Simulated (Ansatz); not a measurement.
# C2H10AlNO: basis-set convergence

Aim: see how fast density functionals converge with the basis set for C2H10AlNO.

Method: one geometry, several basis sets; program: Ansatz 0.2.0, Gaussian basis.

Plan: PBE0-D4/def2-SVP; ωB97M-V/def2-SVP; PBE0-D4/def2-QZVPP; ωB97M-V/def2-QZVPP; the functionals' def2-TZVPP values are taken from earlier runs.

**1. Structure used throughout**

All runs share one geometry, relaxed beforehand with PBE0-D4 in a triple-zeta def2 set.

SMILES `[CH3][Al-]([CH3])([NH3+])[OH]`, 15 atoms, charge 0, spin multiplicity 1.

Atoms are counted from 1 here; the program's logs count them from 0.

Bond lengths: C1–Al2 1.972 Å, C1–H6 1.096 Å, C1–H7 1.096 Å, C1–H8 1.096 Å, Al2–C3 1.972 Å, Al2–N4 2.052 Å, Al2–O5 1.746 Å, C3–H9 1.096 Å, C3–H10 1.096 Å, C3–H11 1.096 Å, N4–H12 1.013 Å, N4–H13 1.017 Å, N4–H14 1.013 Å, O5–H15 0.954 Å. Angles: Al2–C1–H6 111.3°, Al2–C1–H7 112.7°, Al2–C1–H8 112.4°, H6–C1–H7 106.3°, H6–C1–H8 106.1°, H7–C1–H8 107.5°, C1–Al2–C3 118.1°, C1–Al2–N4 104.0°, C1–Al2–O5 117.3°, C3–Al2–N4 104.0°, C3–Al2–O5 117.3°, N4–Al2–O5 89.0°, Al2–C3–H9 112.7°, Al2–C3–H10 111.3°, Al2–C3–H11 112.4°, H9–C3–H10 106.3°, H9–C3–H11 107.5°, H10–C3–H11 106.1° and more.

**2. PBE0-D4 in def2-SVP**

File in.yaml:

```yaml
crystal:
  periodic: [false, false, false]
  atoms:
    - {symbol: C, position_ang: [-1.846489, 0.629768, 0.031218]}
    - {symbol: Al, position_ang: [0.107451, 0.363364, 0.014805]}
    - {symbol: C, position_ang: [0.972065, -0.264129, 1.672488]}
    - {symbol: N, position_ang: [0.387155, -1.180349, -1.307796]}
    - {symbol: O, position_ang: [1.046235, 1.392391, -1.037173]}
    - {symbol: H, position_ang: [-2.125234, 1.498742, 0.637929]}
    - {symbol: H, position_ang: [-2.258203, 0.807439, -0.968729]}
    - {symbol: H, position_ang: [-2.381672, -0.225271, 0.460828]}
    - {symbol: H, position_ang: [2.019093, -0.550414, 1.521739]}
    - {symbol: H, position_ang: [0.973886, 0.516619, 2.441499]}
    - {symbol: H, position_ang: [0.455476, -1.124488, 2.114068]}
    - {symbol: H, position_ang: [0.903851, -1.967230, -0.932570]}
    - {symbol: H, position_ang: [0.952116, -0.730093, -2.024207]}
    - {symbol: H, position_ang: [-0.464017, -1.526885, -1.734934]}
    - {symbol: H, position_ang: [1.236388, 2.309836, -0.859566]}
basis:
  gaussian: {orbitals: def2-SVP}
hamiltonian: {xc: pbe0, dispersion: d4}
output: {orbitals: {seedname: orbitals}}
```

Started as:

```console
ansatz run in.yaml --threads 4 --pin off --events-out ev --progress --plain --max-ram 10444MiB
```

The log of the run:

```text
Functional definition: PBE0
  name "PBE0"
  cite "Adamo & Barone, J. Chem. Phys. 110, 6158 (1999) doi:10.1063/1.478522"
  cite "Perdew, Burke & Ernzerhof, Phys. Rev. Lett. 77, 3865 (1996) doi:10.1103/PhysRevLett.77.3865"
  parent pbe
  parameter a = 0.25
  parameter kappa = 0.804
  parameter beta = 0.06672455060314922
  exchange = (1 - a)*pbe_x(kappa = kappa, mu = beta*pi^2/3) + a*exact_x
  correlation = pbe_c(beta = beta)
1437 factors; their error is unknown
mean field evaluation 1: about -12342.3209 eV, gradient 8.6e1 eV
mean field evaluation 2: about -12333.2806 eV, gradient 1.1e2 eV
mean field evaluation 4: about -12357.7762 eV, gradient 3.5e0 eV
mean field evaluation 8: about -12357.8047 eV, gradient 4.9e-2 eV
mean field evaluation 16: about -12357.8971 eV, gradient 3.5e-5 eV
mean field -12357.89710540 eV, -454.1443421401 hartree, gradient 3.5e-5 eV, S^2 0.000000; 0 other end points of the search recorded, 0 dependent functions left out
reference -12357.89713557 eV, -454.1443432485 hartree; 25, 25 occupied and 99, 99 virtual orbitals, 1437 factors
Total energy: -12358.12883153 eV, -454.1528579182 hartree
```

Run time: 1.4 s. Hardware: 4 threads of Arm Neoverse V1, shared host.

**3. ωB97M-V in def2-SVP**

Edit in.yaml of step 2 so:

```diff
@@ -20,3 +20,3 @@
   gaussian: {orbitals: def2-SVP}
-hamiltonian: {xc: pbe0, dispersion: d4}
+hamiltonian: {xc: {name: wB97M-V}}
 output: {orbitals: {seedname: orbitals}}
```

The command is unchanged.

The log of the run (excerpt; [...] marks lines left out):

```text
Functional definition: wB97M-V
  name "wB97M-V"
  cite "Mardirossian & Head-Gordon, J. Chem. Phys. 144, 214110 (2016) doi:10.1063/1.4952647"
  cite "Becke, J. Chem. Phys. 107, 8554 (1997) doi:10.1063/1.475007"
  cite "Vydrov & Van Voorhis, J. Chem. Phys. 133, 244103 (2010) doi:10.1063/1.3521275"
  # Of w^i u^j: cxij and so on, Table III.
[...]
  gx(w, u) = 1 - cx + cx01*u + cx10*w
  gss(w, u) = css00 + css04*u^4 + css10*w + css20*w^2 + css43*w^4*u^3
  gos(w, u) = cos00 + cos10*w + (cos20 + cos21*u)*w^2 + (cos60 + cos61*u)*w^6
[...]
      + integral(e_c_pw_mod_opposite_spin*gos(b97_w_opposite, b97_u_opposite)) + vv10(b, c)
1418 factors; their error is unknown
377 factors; integrals over basis functions are off by at most 7.6e-6 eV
[...]
mean field -12364.25247342 eV, -454.3778976068 hartree, gradient 7.5e-6 eV, S^2 0.000000; 0 other end points of the search recorded, 0 dependent functions left out
reference -12364.25252325 eV, -454.3778994381 hartree; 25, 25 occupied and 99, 99 virtual orbitals, 1418 factors
Total energy: -12364.25252325 eV, -454.3778994381 hartree
```

It took 6.5 s on 4 threads of Arm Neoverse V1, shared host.

**4. PBE0-D4 in def2-QZVPP**

Edit in.yaml of step 3 so:

```diff
@@ -19,4 +19,4 @@
 basis:
-  gaussian: {orbitals: def2-SVP}
-hamiltonian: {xc: {name: wB97M-V}}
+  gaussian: {orbitals: "def2-QZVPP.json"}
+hamiltonian: {xc: pbe0, dispersion: d4}
 output: {orbitals: {seedname: orbitals}}
```

Launched as before.

The log of the run:

```text
Functional definition: PBE0
  name "PBE0"
  cite "Adamo & Barone, J. Chem. Phys. 110, 6158 (1999) doi:10.1063/1.478522"
  cite "Perdew, Burke & Ernzerhof, Phys. Rev. Lett. 77, 3865 (1996) doi:10.1103/PhysRevLett.77.3865"
  parent pbe
  parameter a = 0.25
  parameter kappa = 0.804
  parameter beta = 0.06672455060314922
  exchange = (1 - a)*pbe_x(kappa = kappa, mu = beta*pi^2/3) + a*exact_x
  correlation = pbe_c(beta = beta)
1744 factors; their error is unknown
mean field evaluation 1: about -12346.7216 eV, gradient 1.0e2 eV
mean field evaluation 2: about -12326.5596 eV, gradient 1.4e2 eV
mean field evaluation 4: about -12367.5741 eV, gradient 7.8e0 eV
mean field evaluation 8: about -12367.6954 eV, gradient 1.2e-1 eV
mean field evaluation 16: about -12367.6995 eV, gradient 2.4e-5 eV
mean field -12367.69954559 eV, -454.5045751725 hartree, gradient 2.4e-5 eV, S^2 0.000000; 0 other end points of the search recorded, 0 dependent functions left out
reference -12367.69959432 eV, -454.5045769635 hartree; 25, 25 occupied and 573, 573 virtual orbitals, 1744 factors
Total energy: -12367.93129029 eV, -454.5130916333 hartree
```

Wall time 13 s (4 threads of Arm Neoverse V1, shared host); peak memory 2.4 GiB.

**5. ωB97M-V in def2-QZVPP**

Edit in.yaml of step 4 so:

```diff
@@ -20,3 +20,3 @@
   gaussian: {orbitals: "def2-QZVPP.json"}
-hamiltonian: {xc: pbe0, dispersion: d4}
+hamiltonian: {xc: {name: wB97M-V}}
 output: {orbitals: {seedname: orbitals}}
```

Same command.

The log of the run (excerpt; [...] marks lines left out):

```text
Functional definition: wB97M-V
  name "wB97M-V"
  cite "Mardirossian & Head-Gordon, J. Chem. Phys. 144, 214110 (2016) doi:10.1063/1.4952647"
  cite "Becke, J. Chem. Phys. 107, 8554 (1997) doi:10.1063/1.475007"
  cite "Vydrov & Van Voorhis, J. Chem. Phys. 133, 244103 (2010) doi:10.1063/1.3521275"
  # Of w^i u^j: cxij and so on, Table III.
[...]
  gx(w, u) = 1 - cx + cx01*u + cx10*w
  gss(w, u) = css00 + css04*u^4 + css10*w + css20*w^2 + css43*w^4*u^3
  gos(w, u) = cos00 + cos10*w + (cos20 + cos21*u)*w^2 + (cos60 + cos61*u)*w^6
[...]
      + integral(e_c_pw_mod_opposite_spin*gos(b97_w_opposite, b97_u_opposite)) + vv10(b, c)
1701 factors; their error is unknown
506 factors; integrals over basis functions are off by at most 8.9e-6 eV
[...]
mean field -12374.32125009 eV, -454.7479183248 hartree, gradient 1.7e-5 eV, S^2 0.000000; 0 other end points of the search recorded, 0 dependent functions left out
reference -12374.32133028 eV, -454.7479212714 hartree; 25, 25 occupied and 573, 573 virtual orbitals, 1701 factors
Total energy: -12374.32133028 eV, -454.7479212714 hartree
```

It took 29 s on 4 threads of Arm Neoverse V1, shared host; peak memory 2.8 GiB.

**6. Functionals by basis**

The def2-TZVPP values come from earlier runs at the same geometry.

| functional | basis | functions | energy (eV) | from the largest (eV) | HOMO (eV) | LUMO (eV) |
| --- | --- | --- | --- | --- | --- | --- |
| PBE0-D4 | def2-SVP | 124 | -12358.1288 | 9.802 | -6.44 | 0.74 |
| PBE0-D4 | def2-TZVPP | 306 | -12367.3638 | 0.567 | -6.60 | 0.12 |
| PBE0-D4 | def2-QZVPP | 598 | -12367.9313 | 0.000 | -6.64 | -0.19 |
| ωB97M-V | def2-SVP | 124 | -12364.2525 | 10.069 | -8.70 | 2.28 |
| ωB97M-V | def2-TZVPP | 306 | -12373.7798 | 0.542 | -8.87 | 1.47 |
| ωB97M-V | def2-QZVPP | 598 | -12374.3213 | 0.000 | -8.90 | 0.96 |

**7. What came out**

| quantity | value |
| --- | --- |
| PBE0-D4: double and triple zeta above quadruple | 9.80, 0.57 eV |
| ωB97M-V: double and triple zeta above quadruple | 10.07, 0.54 eV |

**Reading.** PBE0-D4 gains 9.24 eV from double to triple zeta, then 0.57 eV more. Total energies overstate the basis error of differences, where much of it tends to cancel. The LUMO of ωB97M-V is positive and keeps falling with the basis (2.28 to 0.96 eV): an unbound level that the basis holds in place.

For PBE0-D4 the largest set took about 9 times as long as the smallest (13 s against 1.4 s).
